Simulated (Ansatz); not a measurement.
# CH9FN2Si2: the cost of one run

Program: Ansatz 0.2.0. Level of theory: RKS PBE/6-31G*. These are calculated values, not measurements.

## Step 1: The structure to begin with

Bond lengths: N1–C2 1.464 Å, C2–N3 1.435 Å, C2–Si4 1.829 Å, Si4–Si5 2.345 Å, Si5–F6 1.627 Å, N1–H7 0.967 Å, N1–H8 1.070 Å, C2–H9 1.088 Å, N3–H10 0.975 Å, N3–H11 1.043 Å, Si4–H12 1.471 Å, Si4–H13 1.552 Å, Si5–H14 1.486 Å, Si5–H15 1.480 Å. Angles (14 of 24 angles, heavy atoms first): N1–C2–N3 101.6°, N1–C2–Si4 113.2°, N3–C2–Si4 109.7°, C2–Si4–Si5 107.8°, Si4–Si5–F6 111.4°, N1–C2–H9 107.3°, N3–C2–H9 111.9°, Si4–C2–H9 112.7°, C2–N1–H7 112.8°, C2–N1–H8 105.7°, C2–N3–H10 111.7°, C2–N3–H11 107.3°, C2–Si4–H12 115.9°, C2–Si4–H13 111.0°.

As a file:

```xyz
15

N     1.6048   -0.0682    0.9305
C     0.7148   -0.5540   -0.1258
N     1.6401   -0.7871   -1.1973
Si   -0.5293    0.6825   -0.6440
Si   -2.2928    0.6176    0.9010
F    -1.8885    1.3558    2.2939
H     2.2572   -0.7282    1.2039
H     2.1625    0.7340    0.4939
H     0.2648   -1.4784    0.2292
H     1.1961   -1.1503   -1.9852
H     2.3024   -1.5273   -0.8787
H    -0.0323    2.0553   -0.8271
H    -1.2062    0.2644   -1.9769
H    -2.7159   -0.7698    1.2259
H    -3.4996    1.3029    0.3861
```

## Step 2: Relaxing end A

Contents of input.yaml:

```yaml
crystal:
  periodic: [false, false, false]
  atoms:
    - { symbol: "N", position_ang: [1.6048, -0.0682, 0.9305] }
    - { symbol: C, position_ang: [0.7148, -0.554, -0.1258] }
    - { symbol: "N", position_ang: [1.6401, -0.7871, -1.1973] }
    - { symbol: Si, position_ang: [-0.5293, 0.6825, -0.644] }
    - { symbol: Si, position_ang: [-2.2928, 0.6176, 0.901] }
    - { symbol: F, position_ang: [-1.8885, 1.3558, 2.2939] }
    - { symbol: H, position_ang: [2.2572, -0.7282, 1.2039] }
    - { symbol: H, position_ang: [2.1625, 0.734, 0.4939] }
    - { symbol: H, position_ang: [0.2648, -1.4784, 0.2292] }
    - { symbol: H, position_ang: [1.1961, -1.1503, -1.9852] }
    - { symbol: H, position_ang: [2.3024, -1.5273, -0.8787] }
    - { symbol: H, position_ang: [-0.0323, 2.0553, -0.8271] }
    - { symbol: H, position_ang: [-1.2062, 0.2644, -1.9769] }
    - { symbol: H, position_ang: [-2.7159, -0.7698, 1.2259] }
    - { symbol: H, position_ang: [-3.4996, 1.3029, 0.3861] }
basis:
  gaussian: { orbitals: "6-31G*" }
hamiltonian:
  xc: pbe
relax:
  f_tol: 0.02
  max_steps: 50
output:
  orbitals: {}
```

Launch:

```sh
> ansatz run input.yaml --threads 2 --pin off --max-ram 3072MiB --backend cpu --events-out ev --progress --plain --runs-dir out
```

What time and memory should one allow on 2 threads of Intel Xeon Platinum 8488C (Sapphire Rapids), shared host?

About 39 s, with a peak of 0.2 GiB.
